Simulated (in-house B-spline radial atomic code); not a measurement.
# Co³⁺: excited configurations

How much energy does it take to promote electrons of Co³⁺ to other shells? Each configuration is solved by itself and compared with the reference.

Method: Dirac-Hartree-Fock, average of configuration, Fermi nucleus, basis-set limit. Code: in-house B-spline radial atomic code version 1.

### Step 1. The system

| Property | Result |
| --- | --- |
| element | cobalt (Z = 27) |
| charge | +3 |
| electrons | 24 |
| configuration | [Ar] 3d6 |
| Hamiltonian | Dirac-Coulomb |
| nucleus | Fermi, rms radius 3.788 fm |

Outer shells as boxes (Hund's rule):

[Ar] 3d6
```
[Ar] core
3d [↑↓][↑ ][↑ ][↑ ][↑ ]
```

The boxes draw the filling by Hund's rule, which heavy ions in jj coupling don't follow; these runs average over all states of the configuration.

Settings, as recorded:

```ini
Z = 27
electrons = 24.0
configuration = [Ar] 3d6
hamiltonian = dirac
method = hf
spin_polarised = False
nucleus = fermi
rms_radius = 3.7875
mass_number = 59
atomic_mass = 58.933193524
speed_of_light = 137.035999084
```

The reference is known from an earlier run: -1389.956818 hartree in all. Up to eight levels, counted from the top:

| orbital | occupation | energy (eV) | <r> (bohr) |
| --- | --- | --- | --- |
| 2s1/2 | 2 | -1005.52 | 0.2539 |
| 2p1/2 | 2 | -873.11 | 0.2224 |
| 2p3/2 | 4 | -858.06 | 0.2254 |
| 3s1/2 | 2 | -164.42 | 0.7678 |
| 3p1/2 | 2 | -122.05 | 0.8008 |
| 3p3/2 | 4 | -120.03 | 0.8093 |
| 3d3/2 | 2.4 | -55.971 | 0.9267 |
| 3d5/2 | 3.6 | -55.747 | 0.9304 |

### Step 2. [Ne] 3s2 3p5 3d6 5d1

The settings differ from step 1 so:

```diff
@@ -2,3 +2,3 @@
 electrons = 24.0
-configuration = [Ar] 3d6
+configuration = [Ne] 3s2 3p5 3d6 5d1
 hamiltonian = dirac
```

Results of the run (chosen fields of its result record, rounded):

```text
status: converged
iterations: 10
energy [hartree]: {"total": -1386.08218102, "kinetic": 1407.83056796, "nuclear": -3278.29259847, "coulomb": 538.832205242, "exact_exchange": -54.4523557566}
breit [hartree]: {"gaunt": 0.5806671, "retardation": -0.05150917, "frequency_dependence": -0.001495506}
qed [hartree]: {"self_energy": 0.3885605, "uehling": -0.03357631, "wichmann_kroll": 0.0002203349}
recoil [hartree]: 0.009904333
total_with_corrections [hartree]: -1385.18940972
orbitals [hartree, bohr; first row names the columns]:
  - ["name", "occ", "eps", "<r>"]
  - ["1s1/2", 2.0, -288.23134, 0.056151]
  - ["2s1/2", 2.0, -37.705941, 0.25373]
  - ["2p1/2", 2.0, -32.844933, 0.22254]
  - ["2p3/2", 4.0, -32.291164, 0.2256]
  - ["3s1/2", 2.0, -6.6118826, 0.75964]
  - ["3p1/2", 1.6667, -5.1279579, 0.7859]
  - ["3p3/2", 3.3333, -5.0525789, 0.79372]
  - ["3d3/2", 2.4, -2.6593514, 0.87023]
  - ["3d5/2", 3.6, -2.6505633, 0.87317]
  - ["5d3/2", 0.4, -0.43669196, 6.1928]
  - ["5d5/2", 0.6, -0.4363541, 6.1982]
sum_r [bohr^k]: {"-1": 121.4184, "1": 18.87014, "2": 54.47695}
energy_minus_base [hartree]: 3.87463657
energy_minus_base_with_corrections [hartree]: 3.87207551
```

Run time: 2 s. Hardware: 1 thread, shared host.

energy_minus_base is the energy less that of the reference run.

Radial density 4πr²n(r) and radial functions P(r) = rR(r):

| r (bohr) | 4πr²n | 3p3/2 | 3d5/2 | 5d5/2 |
| --- | --- | --- | --- | --- |
| 0.00531 | 3.882 | 0.0060 | 0.0000 | 0.0000 |
| 0.00822 | 7.819 | 0.0137 | 0.0001 | 0.0000 |
| 0.0127 | 14.42 | 0.0307 | 0.0004 | 0.0001 |
| 0.0197 | 23.46 | 0.0669 | 0.0013 | 0.0002 |
| 0.0306 | 31.32 | 0.1390 | 0.0045 | 0.0008 |
| 0.0474 | 31.84 | 0.2655 | 0.0146 | 0.0027 |
| 0.0734 | 26.20 | 0.4476 | 0.0440 | 0.0081 |
| 0.114 | 28.52 | 0.6156 | 0.1209 | 0.0221 |
| 0.176 | 36.58 | 0.5692 | 0.2864 | 0.0521 |
| 0.273 | 25.70 | 0.0763 | 0.5719 | 0.1024 |
| 0.422 | 14.33 | -0.7412 | 0.9013 | 0.1542 |
| 0.654 | 17.75 | -1.2150 | 1.0576 | 0.1538 |
| 1.01 | 10.03 | -0.8996 | 0.8658 | 0.0423 |
| 1.57 | 1.811 | -0.3085 | 0.4473 | -0.1839 |
| 2.43 | 0.2015 | -0.0391 | 0.1194 | -0.3292 |
| 3.77 | 0.0007358 | -0.0011 | 0.0111 | -0.0013 |
| 5.84 | 0.2224 | 0.0000 | 0.0012 | 0.4714 |
| 9.04 | 0.06989 | 0.0000 | 0.0006 | 0.2646 |
| 14.0 | 0.0004613 | 0.0000 | 0.0000 | 0.0215 |
| 21.7 | 1.465e-08 | 0.0000 | 0.0000 | 0.0001 |

Clear maxima of the radial density (full grid of the record): 0.038, 0.18, 0.65, 5.8 bohr.

### Step 3. Run with [Ar] 3d5 4d1

The settings differ from step 2 so:

```diff
@@ -2,3 +2,3 @@
 electrons = 24.0
-configuration = [Ne] 3s2 3p5 3d6 5d1
+configuration = [Ar] 3d5 4d1
 hamiltonian = dirac
```

Result record:

```text
status: converged
iterations: 10
energy [hartree]: {"total": -1388.75758084, "kinetic": 1410.57309153, "nuclear": -3288.12164918, "coulomb": 544.123189165, "exact_exchange": -55.3322123582}
breit [hartree]: {"gaunt": 0.5842367, "retardation": -0.05206162, "frequency_dependence": -0.001520124}
qed [hartree]: {"self_energy": 0.3885357, "uehling": -0.03356878, "wichmann_kroll": 0.0002202871}
recoil [hartree]: 0.009923925
total_with_corrections [hartree]: -1387.86181475
orbitals [hartree, bohr; first row names the columns]:
  - ["name", "occ", "eps", "<r>"]
  - ["1s1/2", 2.0, -287.8941, 0.056159]
  - ["2s1/2", 2.0, -37.494347, 0.25386]
  - ["2p1/2", 2.0, -32.62488, 0.22234]
  - ["2p3/2", 4.0, -32.072143, 0.22539]
  - ["3s1/2", 2.0, -6.508226, 0.75993]
  - ["3p1/2", 2.0, -4.9318417, 0.78828]
  - ["3p3/2", 4.0, -4.8559724, 0.79624]
  - ["3d3/2", 2.0, -2.5242919, 0.87024]
  - ["3d5/2", 3.0, -2.5155609, 0.87324]
  - ["4d3/2", 0.4, -0.75255664, 3.3451]
  - ["4d5/2", 0.6, -0.75178283, 3.3496]
sum_r [bohr^k]: {"-1": 121.7825, "1": 15.95564, "2": 23.51159}
energy_minus_base [hartree]: 1.19923675
energy_minus_base_with_corrections [hartree]: 1.19967049
```

It took 1.6 s on 1 thread, shared host.

### Step 4. Run with [Ne] 3s2 3p5 3d6 6g1

The settings differ from step 3 so:

```diff
@@ -2,3 +2,3 @@
 electrons = 24.0
-configuration = [Ar] 3d5 4d1
+configuration = [Ne] 3s2 3p5 3d6 6g1
 hamiltonian = dirac
```

Result record:

```text
status: converged
iterations: 10
energy [hartree]: {"total": -1385.86806154, "kinetic": 1407.61707186, "nuclear": -3275.70682914, "coulomb": 536.665044029, "exact_exchange": -54.4433482845}
breit [hartree]: {"gaunt": 0.5806643, "retardation": -0.05150725, "frequency_dependence": -0.001495641}
qed [hartree]: {"self_energy": 0.3885649, "uehling": -0.03357664, "wichmann_kroll": 0.0002203371}
recoil [hartree]: 0.009903217
total_with_corrections [hartree]: -1384.97528826
orbitals [hartree, bohr; first row names the columns]:
  - ["name", "occ", "eps", "<r>"]
  - ["1s1/2", 2.0, -288.32754, 0.056151]
  - ["2s1/2", 2.0, -37.802522, 0.25373]
  - ["2p1/2", 2.0, -32.941495, 0.22254]
  - ["2p3/2", 4.0, -32.38772, 0.2256]
  - ["3s1/2", 2.0, -6.704429, 0.7594]
  - ["3p1/2", 1.6667, -5.2201976, 0.78554]
  - ["3p3/2", 3.3333, -5.1447544, 0.79335]
  - ["3d3/2", 2.4, -2.7505729, 0.86957]
  - ["3d5/2", 3.6, -2.7417591, 0.87249]
  - ["6g7/2", 0.44444, -0.22228559, 10.994]
  - ["6g9/2", 0.55556, -0.22228433, 10.994]
sum_r [bohr^k]: {"-1": 121.3227, "1": 23.6614, "2": 147.1017}
energy_minus_base [hartree]: 4.08875605
energy_minus_base_with_corrections [hartree]: 4.08619697
```

Run time: 2.6 s. Hardware: 1 thread, shared host.

### Step 5. Configuration [Ar] 3d5 6g1

The settings differ from step 4 so:

```diff
@@ -2,3 +2,3 @@
 electrons = 24.0
-configuration = [Ne] 3s2 3p5 3d6 6g1
+configuration = [Ar] 3d5 6g1
 hamiltonian = dirac
```

Result record:

```text
status: converged
iterations: 9
energy [hartree]: {"total": -1388.22802803, "kinetic": 1410.04523875, "nuclear": -3281.63775458, "coulomb": 538.674221823, "exact_exchange": -55.3097340254}
breit [hartree]: {"gaunt": 0.5842422, "retardation": -0.05205928, "frequency_dependence": -0.001520498}
qed [hartree]: {"self_energy": 0.3885463, "uehling": -0.03356955, "wichmann_kroll": 0.0002202922}
recoil [hartree]: 0.009920937
total_with_corrections [hartree]: -1387.33224755
orbitals [hartree, bohr; first row names the columns]:
  - ["name", "occ", "eps", "<r>"]
  - ["1s1/2", 2.0, -288.13534, 0.056159]
  - ["2s1/2", 2.0, -37.736869, 0.25386]
  - ["2p1/2", 2.0, -32.867313, 0.22233]
  - ["2p3/2", 4.0, -32.314568, 0.22538]
  - ["3s1/2", 2.0, -6.7412346, 0.75937]
  - ["3p1/2", 2.0, -5.1639647, 0.78743]
  - ["3p3/2", 4.0, -5.0879413, 0.79535]
  - ["3d3/2", 2.0, -2.7536321, 0.87022]
  - ["3d5/2", 3.0, -2.744837, 0.87321]
  - ["6g7/2", 0.44444, -0.22227908, 10.994]
  - ["6g9/2", 0.55556, -0.2222778, 10.994]
sum_r [bohr^k]: {"-1": 121.5423, "1": 23.59566, "2": 146.9383}
energy_minus_base [hartree]: 1.72878956
energy_minus_base_with_corrections [hartree]: 1.72923768
```

Run time: 2.3 s. Hardware: 1 thread, shared host.

### Step 6. [Ne] 3s2 3p5 3d6 6f1

The settings differ from step 5 so:

```diff
@@ -2,3 +2,3 @@
 electrons = 24.0
-configuration = [Ar] 3d5 6g1
+configuration = [Ne] 3s2 3p5 3d6 6f1
 hamiltonian = dirac
```

Result record:

```text
status: converged
iterations: 10
energy [hartree]: {"total": -1385.87041697, "kinetic": 1407.61944097, "nuclear": -3275.76825444, "coulomb": 536.722186805, "exact_exchange": -54.4437903055}
breit [hartree]: {"gaunt": 0.5806637, "retardation": -0.05150721, "frequency_dependence": -0.001495641}
qed [hartree]: {"self_energy": 0.3885651, "uehling": -0.03357666, "wichmann_kroll": 0.0002203371}
recoil [hartree]: 0.00990308
total_with_corrections [hartree]: -1384.97764427
orbitals [hartree, bohr; first row names the columns]:
  - ["name", "occ", "eps", "<r>"]
  - ["1s1/2", 2.0, -288.32528, 0.056151]
  - ["2s1/2", 2.0, -37.800223, 0.25373]
  - ["2p1/2", 2.0, -32.939203, 0.22254]
  - ["2p3/2", 4.0, -32.385427, 0.2256]
  - ["3s1/2", 2.0, -6.7017744, 0.75941]
  - ["3p1/2", 1.6667, -5.2175537, 0.78556]
  - ["3p3/2", 3.3333, -5.1421096, 0.79337]
  - ["3d3/2", 2.4, -2.7480237, 0.86979]
  - ["3d5/2", 3.6, -2.739211, 0.87272]
  - ["6f5/2", 0.42857, -0.22463807, 11.816]
  - ["6f7/2", 0.57143, -0.22464618, 11.815]
sum_r [bohr^k]: {"-1": 121.3249, "1": 24.48477, "2": 169.7461}
energy_minus_base [hartree]: 4.08640062
energy_minus_base_with_corrections [hartree]: 4.08384097
```

It took 2.7 s on 1 thread, shared host.

### Step 7. Run with [Ne] 3s2 3p5 3d6 6p1

The settings differ from step 6 so:

```diff
@@ -2,3 +2,3 @@
 electrons = 24.0
-configuration = [Ne] 3s2 3p5 3d6 6f1
+configuration = [Ne] 3s2 3p5 3d6 6p1
 hamiltonian = dirac
```

Result record:

```text
status: converged
iterations: 10
energy [hartree]: {"total": -1386.00833503, "kinetic": 1407.75841335, "nuclear": -3277.07599626, "coulomb": 537.758240293, "exact_exchange": -54.4489924073}
breit [hartree]: {"gaunt": 0.5807307, "retardation": -0.05151885, "frequency_dependence": -0.001496037}
qed [hartree]: {"self_energy": 0.3885632, "uehling": -0.03357641, "wichmann_kroll": 0.0002203356}
recoil [hartree]: 0.009903904
total_with_corrections [hartree]: -1385.11550823
orbitals [hartree, bohr; first row names the columns]:
  - ["name", "occ", "eps", "<r>"]
  - ["1s1/2", 2.0, -288.27717, 0.056152]
  - ["2s1/2", 2.0, -37.754189, 0.25373]
  - ["2p1/2", 2.0, -32.893003, 0.22254]
  - ["2p3/2", 4.0, -32.33925, 0.2256]
  - ["3s1/2", 2.0, -6.6581786, 0.7595]
  - ["3p1/2", 1.6667, -5.1741986, 0.78563]
  - ["3p3/2", 3.3333, -5.0987841, 0.79345]
  - ["3d3/2", 2.4, -2.704416, 0.87046]
  - ["3d5/2", 3.6, -2.6956125, 0.8734]
  - ["6p1/2", 0.33333, -0.36342507, 8.069]
  - ["6p3/2", 0.66667, -0.36216935, 8.0979]
sum_r [bohr^k]: {"-1": 121.3734, "1": 20.76207, "2": 84.36686}
energy_minus_base [hartree]: 3.94848256
energy_minus_base_with_corrections [hartree]: 3.945977
```

It took 2.1 s on 1 thread, shared host.

### Step 8. [Ne] 3s2 3p5 3d6 6s1

The settings differ from step 7 so:

```diff
@@ -2,3 +2,3 @@
 electrons = 24.0
-configuration = [Ne] 3s2 3p5 3d6 6p1
+configuration = [Ne] 3s2 3p5 3d6 6s1
 hamiltonian = dirac
```

Result record:

```text
status: converged
iterations: 10
energy [hartree]: {"total": -1386.05757075, "kinetic": 1407.81044408, "nuclear": -3277.4819275, "coulomb": 538.064368085, "exact_exchange": -54.4504554078}
breit [hartree]: {"gaunt": 0.5807165, "retardation": -0.05151105, "frequency_dependence": -0.00149539}
qed [hartree]: {"self_energy": 0.3886099, "uehling": -0.03358024, "wichmann_kroll": 0.0002203606}
recoil [hartree]: 0.009904973
total_with_corrections [hartree]: -1385.16470572
orbitals [hartree, bohr; first row names the columns]:
  - ["name", "occ", "eps", "<r>"]
  - ["1s1/2", 2.0, -288.26427, 0.056152]
  - ["2s1/2", 2.0, -37.741477, 0.25373]
  - ["2p1/2", 2.0, -32.879726, 0.22254]
  - ["2p3/2", 4.0, -32.325968, 0.2256]
  - ["3s1/2", 2.0, -6.6456622, 0.75939]
  - ["3p1/2", 1.6667, -5.1605596, 0.78577]
  - ["3p3/2", 3.3333, -5.0851463, 0.79359]
  - ["3d3/2", 2.4, -2.6909917, 0.87054]
  - ["3d5/2", 3.6, -2.68219, 0.87348]
  - ["6s1/2", 1.0, -0.41183071, 7.3286]
sum_r [bohr^k]: {"-1": 121.3884, "1": 20.00336, "2": 71.08639}
energy_minus_base [hartree]: 3.89924684
energy_minus_base_with_corrections [hartree]: 3.89677951
```

Wall time 2 s (1 thread, shared host).

### Step 9. Configuration [Ar] 3d5 7d1

The settings differ from step 8 so:

```diff
@@ -2,3 +2,3 @@
 electrons = 24.0
-configuration = [Ne] 3s2 3p5 3d6 6s1
+configuration = [Ar] 3d5 7d1
 hamiltonian = dirac
```

Result record:

```text
status: converged
iterations: 10
energy [hartree]: {"total": -1388.20723121, "kinetic": 1410.02421084, "nuclear": -3281.26359131, "coulomb": 538.34443072, "exact_exchange": -55.3122814572}
breit [hartree]: {"gaunt": 0.5842421, "retardation": -0.05205979, "frequency_dependence": -0.001520446}
qed [hartree]: {"self_energy": 0.3885448, "uehling": -0.03356944, "wichmann_kroll": 0.0002202915}
recoil [hartree]: 0.009920441
total_with_corrections [hartree]: -1387.31145325
orbitals [hartree, bohr; first row names the columns]:
  - ["name", "occ", "eps", "<r>"]
  - ["1s1/2", 2.0, -288.14905, 0.056159]
  - ["2s1/2", 2.0, -37.750415, 0.25386]
  - ["2p1/2", 2.0, -32.880868, 0.22233]
  - ["2p3/2", 4.0, -32.328124, 0.22538]
  - ["3s1/2", 2.0, -6.7561195, 0.75945]
  - ["3p1/2", 2.0, -5.1789618, 0.78755]
  - ["3p3/2", 4.0, -5.1029595, 0.79548]
  - ["3d3/2", 2.0, -2.7689544, 0.87042]
  - ["3d5/2", 3.0, -2.7601678, 0.87341]
  - ["7d3/2", 0.4, -0.20158034, 14.182]
  - ["7d5/2", 0.6, -0.20147165, 14.19]
sum_r [bohr^k]: {"-1": 121.5285, "1": 26.78965, "2": 236.9747}
energy_minus_base [hartree]: 1.74958638
energy_minus_base_with_corrections [hartree]: 1.75003199
```

Run time: 2.1 s. Hardware: 1 thread, shared host.

### Step 10. The excitation energies

| net move | configuration | energy above the reference (eV) | with Breit, QED, recoil (eV) | largest <r> (bohr) |
| --- | --- | --- | --- | --- |
| 3d → 4d | [Ar] 3d5 4d1 | 32.633 | 32.645 | 3.35 |
| 3d → 6g | [Ar] 3d5 6g1 | 47.043 | 47.055 | 11.0 |
| 3d → 7d | [Ar] 3d5 7d1 | 47.609 | 47.621 | 14.2 |
| 3p → 5d | [Ne] 3s2 3p5 3d6 5d1 | 105.43 | 105.36 | 6.20 |
| 3p → 6s | [Ne] 3s2 3p5 3d6 6s1 | 106.10 | 106.04 | 7.33 |
| 3p → 6p | [Ne] 3s2 3p5 3d6 6p1 | 107.44 | 107.38 | 8.10 |
| 3p → 6f | [Ne] 3s2 3p5 3d6 6f1 | 111.20 | 111.13 | 11.8 |
| 3p → 6g | [Ne] 3s2 3p5 3d6 6g1 | 111.26 | 111.19 | 11.0 |

Quantum defects of the promoted electron, δ = n − ζ/√(−2ε) with ζ = 4 and ε its orbital energy in hartree:

| promotion | δ |
| --- | --- |
| 3d → 4d | 0.739 |
| 3d → 6g | 0.001 |
| 3d → 7d | 0.699 |
| 3p → 5d | 0.719 |
| 3p → 6s | 1.593 |
| 3p → 6p | 1.303 |
| 3p → 6f | 0.032 |
| 3p → 6g | 0.001 |

The lowest of them is 3d → 4d at 32.633 eV and the highest 3p → 6g at 111.26 eV. Koopmans' estimate of the ionisation threshold is 55.747 eV; 5 configurations exceed it by over 2 % and could autoionise. Of those tabulated, the defect is largest for 6s (1.59) and least for 6g (0.00): low angular momentum penetrates the core, high angular momentum stays outside it. Two partly filled shells share a symmetry and can mix in the average, which may lower the energy, for: 3d → 4d; 3d → 7d; 3p → 5d; 3p → 6p. These are averages over configurations, without correlation, not spectroscopic levels.
